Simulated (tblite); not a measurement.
# C4H10AsBO: the cost of one run

Computed with tblite 0.8.0 and PySCF 2.14.0, with density-fitted response routines of our own, on a single molecule in the gas phase. Atoms count from 0, in the outputs and in this text.

**1. Starting geometry**

17 atoms, charge 0, multiplicity 1; geometry from: force field or distance geometry start.

Bonds of the start (Å): C0–C1 1.35, C1–C2 1.49, C1–C3 1.51, C3–O4 1.41, O4–B5 1.47, B5–As6 2.04, C0–H7 1.09, C0–H8 1.09, C2–H9 1.12, C2–H10 1.11, C2–H11 1.12, C3–H12 1.10, C3–H13 1.13, B5–H14 1.19, As6–H15 1.57, As6–H16 1.56.

**2. Relaxing the molecule with GFN2-xTB**

The job: settings as JSON, then the geometry in Å.

```
{"job": {"kind": "relax", "xc": "GFN2-xTB", "basis": "xTB"}, "charge": 0, "multiplicity": 1}
C     -1.425800    -0.859500     1.307600
C     -1.244800    -0.245700     0.118700
C     -2.419100     0.098300    -0.723200
C      0.161700     0.069100    -0.339500
O      0.728200     1.011400     0.549600
B      2.118600     1.258200     0.134600
As     3.637800     0.173300     0.962200
H     -0.587200    -1.119800     1.945900
H     -2.431500    -1.095400     1.655800
H     -3.106000     0.785500    -0.164400
H     -2.123600     0.604800    -1.667600
H     -2.990500    -0.824000    -0.989700
H      0.131200     0.456200    -1.364300
H      0.745800    -0.894200    -0.331600
H      2.367700     2.118900    -0.641600
H      2.636300    -0.836700     1.636800
H      3.794000    -0.688300    -0.326100
```

Launch:

```
$ OMP_NUM_THREADS=1 python probes_run.py task.json out
```

This one command runs all jobs of the session in turn.

**Question.** How long does this first job take on 1 thread of Intel Xeon at 2.50GHz, shared host, and how much memory does it need?

About 1.9 s, with a peak of 0.18 GiB.
